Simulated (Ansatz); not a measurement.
# CdS (Greenockite): the cost of one run

Program: Ansatz 0.2.0. Level of theory: DFT LDA, all-electron LAPW, scalar-relativistic unless said. These are calculated values, not measurements.

### 1 The system as given

It takes space group P6_3mc (No. 186, hexagonal). Conventional cell: a = 4.074 Å, b = 4.074 Å, c = 6.638 Å, α = 90.00°, β = 90.00°, γ = 120.00°. Around Cd (site symmetry 3m) lie 4 S at 2.49 to 2.50 Å. Around S (site symmetry 3m) lie 4 Cd at 2.49 to 2.50 Å.

Structure file:

```xyz
4
Lattice="4.0735 0.0000 0.0000 -2.0368 3.5278 0.0000 0.0000 0.0000 6.6384" Properties=species:S:1:pos:R:3 pbc="T T T"
Cd    0.0000    2.3518   -0.0035
Cd    2.0368    1.1759    3.3157
S     0.0000    2.3518    2.4929
S     2.0368    1.1759    5.8121
```

Cartesian axes are those of the input's lattice vectors. The structure goes back to a database entry.

### 2 Reference run, fine mesh, LAPW

input.yaml reads:

```yaml
crystal:
  lattice:
    - [4.07350869843, 0.0, 0.0]
    - [-2.03675434921, 3.52776201538, 0.0]
    - [0.0, 0.0, 6.63844013858]
  atoms:
    - { symbol: Cd, position: [0.333333333333, 0.666666666667, -0.000527515603] }
    - { symbol: Cd, position: [0.666666666667, 0.333333333333, 0.499472484397] }
    - { symbol: S, position: [0.333333333333, 0.666666666667, 0.375527515603] }
    - { symbol: S, position: [0.666666666667, 0.333333333333, 0.875527515603] }
kpoints:
  mp_grid: { grid: [6, 6, 4] }
scf:
  occupations: { method: fixed }
hamiltonian:
  xc: lda
  pseudopotentials: { kind: all_electron, lapw: { basis_error: 0.001 } }
output:
  forces: true
  stress: true
  eigenvalues: true
  eigenstates:
    nscf_kmesh: { grid: [10, 10, 6] }
    de_dk: true
    e_range: [-9, 11.02632713802]
checkpoint:
  write: ck
  write_wavefunctions: false
```

Launch:

```bash
$ ansatz run input.yaml --threads 1 --pin off --max-ram 3072MiB --backend cpu --events-out ev --progress --plain --runs-dir out
```

What time and memory should one allow on 1 thread of Arm Neoverse V2, shared host?

About 68 s, with a peak of 0.38 GiB.
